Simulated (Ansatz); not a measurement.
A nudged elastic band was laid between two geometries of a periodic cell of 63 atoms, C (host C, host structure diamond, one C atom removed).

Theory: Ansatz 0.2.0, DFT LDA, scalar-relativistic, plane waves, PAW. Settings: PAW set soft_1, cutoff 420 eV, k mesh 2x2x2, gaussian smearing 0.02 eV, no spin polarisation.

```
movable images  : 5
climbing image  : yes
spring          : 5.0 eV/Å²
optimiser       : quadratic models (default)
start path      : straight line
force threshold : 0.03 eV/Å
iteration limit : 67
end points      : relaxed
```

Image 0:

```xyz
63
Lattice="7.1400 0.0000 0.0000 0.0000 7.1400 0.0000 0.0000 0.0000 7.1400" Properties=species:S:1:pos:R:3
C 3.644 -0.074 0.086
C 4.455 0.886 0.883
C 5.353 1.775 -0.008
C 6.248 2.671 0.887
C 5.368 -0.008 1.790
C 6.252 0.888 2.675
C 0.010 0.001 -0.008
C 0.909 0.890 0.883
C 1.720 1.850 0.086
C 2.680 2.661 0.883
C 3.569 3.559 -0.008
C 4.465 4.454 0.887
C 5.365 5.345 0.001
C 6.256 6.245 0.887
C 1.792 -0.002 1.782
C 2.682 0.888 2.675
C 3.572 1.778 1.782
C 4.466 2.672 2.673
C 5.358 3.564 1.781
C 6.252 4.458 2.675
C 3.572 -0.002 3.567
C 4.455 0.890 4.466
C 5.368 1.784 3.560
C 6.256 2.671 4.462
C 5.353 0.001 5.357
C 6.252 0.888 6.245
C -0.001 3.571 0.001
C 0.899 4.462 0.887
C 1.795 5.356 -0.008
C 2.684 6.255 0.883
C -0.004 1.784 1.790
C 0.898 2.672 2.676
C 1.786 3.574 1.790
C 2.682 4.458 2.675
C 3.578 5.342 1.790
C 4.466 6.244 2.676
C -0.004 -0.008 3.560
C 0.909 0.886 4.466
C 1.792 1.778 3.567
C 2.684 2.661 4.466
C 3.578 3.574 3.560
C 4.465 4.462 4.462
C 5.358 5.352 3.569
C 6.248 6.245 4.462
C 1.720 -0.074 5.263
C 3.644 1.850 5.263
C 4.450 2.656 6.239
C 5.365 3.571 5.348
C 6.252 4.458 6.245
C 0.005 5.351 1.781
C 0.898 6.244 2.673
C 0.005 3.564 3.569
C 0.899 4.454 4.462
C 1.786 5.342 3.560
C 2.680 6.255 4.466
C 0.010 1.775 5.357
C 0.913 2.656 6.250
C 1.795 3.559 5.357
C 2.682 4.458 6.245
C 3.569 5.356 5.357
C 4.450 6.259 6.250
C -0.001 5.345 5.348
C 0.913 6.259 6.239
```

Image 6:

```xyz
63
Lattice="7.1400 0.0000 0.0000 0.0000 7.1400 0.0000 0.0000 0.0000 7.1400" Properties=species:S:1:pos:R:3
C 2.600 0.970 -0.970
C 4.540 0.970 0.970
C 5.344 1.774 0.003
C 6.255 2.685 0.896
C 5.344 0.003 1.774
C 6.255 0.896 2.685
C 0.000 0.000 0.000
C 0.896 0.888 0.888
C 1.796 1.774 -0.003
C 2.682 2.674 0.888
C 3.570 3.570 0.000
C 4.458 4.466 0.888
C 5.344 5.366 -0.003
C 6.244 6.252 0.888
C 1.796 -0.003 1.774
C 2.682 0.888 2.674
C 3.573 1.774 1.774
C 4.466 2.685 2.685
C 5.354 3.573 1.784
C 6.247 4.463 2.677
C 3.570 0.000 3.570
C 4.458 0.888 4.466
C 5.354 1.784 3.573
C 6.247 2.677 4.463
C 5.344 -0.003 5.366
C 6.244 0.888 6.252
C 0.000 3.570 0.000
C 0.885 4.455 0.896
C 1.796 5.366 0.003
C 2.600 6.170 0.970
C 0.003 1.784 1.784
C 0.893 2.677 2.677
C 1.786 3.567 1.784
C 2.674 4.455 2.685
C 3.567 5.366 1.774
C 4.458 6.252 2.674
C 0.000 0.000 3.570
C 0.885 0.896 4.455
C 1.786 1.784 3.567
C 2.674 2.685 4.455
C 3.570 3.570 3.570
C 4.466 4.455 4.455
C 5.354 5.356 3.567
C 6.255 6.244 4.455
C 1.796 0.003 5.366
C 3.567 1.774 5.366
C 4.458 2.674 6.252
C 5.354 3.567 5.356
C 6.255 4.455 6.244
C -0.003 5.356 1.784
C 0.885 6.244 2.685
C 0.000 3.570 3.570
C 0.893 4.463 4.463
C 1.786 5.356 3.573
C 2.682 6.252 4.466
C -0.003 1.784 5.356
C 0.885 2.685 6.244
C 1.786 3.573 5.356
C 2.682 4.466 6.252
C 3.573 5.366 5.366
C 4.540 6.170 6.170
C 0.003 5.356 5.356
C 0.896 6.252 6.252
```

Q: What changes between the two ends?

A: Contacts lost: C1–C2, C1–C30, C1–C61. Contacts made: C1–C9, C1–C45, C1–C46. The atom that moves furthest is C1, by 1.81 Å; four of its nearest neighbours are C30 1.49, C2 1.49, C61 1.50, C5 2.42 Å at the first end and C9 1.49, C46 1.49, C45 1.49, C57 2.43 Å at the last.

Q: Give the energies along the band, and the barrier.

A: The run converged. The highest image is number 3 of 0 to 6, 2.79 eV above the first end and 2.79 eV above the last; the last end lies 0.01 eV above the first. Neighbouring images differ by up to 1.4 eV, so the band resolves the path poorly. By the program's own check the climbing image is a first-order saddle point (lowest curvatures found: -14.45 and 4.10 eV/Å²). Limits of this set-up: coarse k mesh, PAW files made for another functional, no spin, though dangling bonds at a vacancy may carry it.

```csv
image,path coordinate (Å),energy (eV),C1–C2 (Å),C1–C30 (Å),C1–C61 (Å)
0,0.00,0.00,1.49,1.49,1.50
1,0.36,0.66,1.53,1.55,1.65
2,0.73,2.02,1.57,1.67,1.97
3,1.09,2.79,1.68,1.95,2.26
4,1.46,2.01,1.95,2.29,2.42
5,1.83,0.64,2.36,2.52,2.57
6,2.20,0.01,2.74,2.74,2.74
```

Q: What is the geometry of the highest image?

A: 
```xyz
63
Lattice="7.1400 0.0000 0.0000 0.0000 7.1400 0.0000 0.0000 0.0000 7.1400" Properties=species:S:1:pos:R:3
C 3.127 0.640 -0.252
C 4.372 1.000 0.822
C 5.363 1.817 -0.007
C 6.259 2.682 0.893
C 5.292 0.011 1.721
C 6.222 0.892 2.652
C -0.001 0.003 -0.004
C 0.890 0.885 0.925
C 1.879 1.714 0.108
C 2.680 2.704 0.939
C 3.572 3.579 0.003
C 4.459 4.479 0.877
C 5.345 5.364 -0.023
C 6.227 6.256 0.870
C 1.764 -0.004 1.798
C 2.680 0.894 2.687
C 3.572 1.831 1.813
C 4.474 2.688 2.691
C 5.356 3.581 1.780
C 6.247 4.462 2.670
C 3.565 0.002 3.569
C 4.478 0.878 4.471
C 5.364 1.782 3.567
C 6.265 2.664 4.466
C 5.364 -0.014 5.346
C 6.253 0.887 6.251
C 0.030 3.544 0.001
C 0.888 4.459 0.890
C 1.774 5.362 -0.014
C 2.591 6.277 0.870
C -0.007 1.785 1.791
C 0.896 2.671 2.689
C 1.778 3.583 1.796
C 2.671 4.467 2.673
C 3.559 5.396 1.739
C 4.443 6.262 2.648
C -0.018 -0.016 3.547
C 0.906 0.869 4.472
C 1.793 1.769 3.587
C 2.693 2.631 4.504
C 3.581 3.565 3.575
C 4.470 4.453 4.444
C 5.347 5.358 3.546
C 6.257 6.230 4.437
C 1.720 -0.109 5.288
C 3.661 1.760 5.386
C 4.488 2.690 6.245
C 5.371 3.572 5.341
C 6.269 4.438 6.232
C -0.013 5.357 1.772
C 0.881 6.233 2.680
C 0.004 3.561 3.571
C 0.905 4.438 4.467
C 1.782 5.335 3.562
C 2.675 6.239 4.462
C 0.025 1.761 5.365
C 0.960 2.613 6.259
C 1.809 3.539 5.371
C 2.687 4.460 6.251
C 3.577 5.354 5.348
C 4.531 6.180 6.139
C -0.006 5.329 5.339
C 0.888 6.238 6.234
```

The band took 23 iterations and roughly 110 core-minutes.

The run took 38 min on 4 threads of Arm Neoverse V1, with other jobs on the host, peak memory 3.8 GiB.
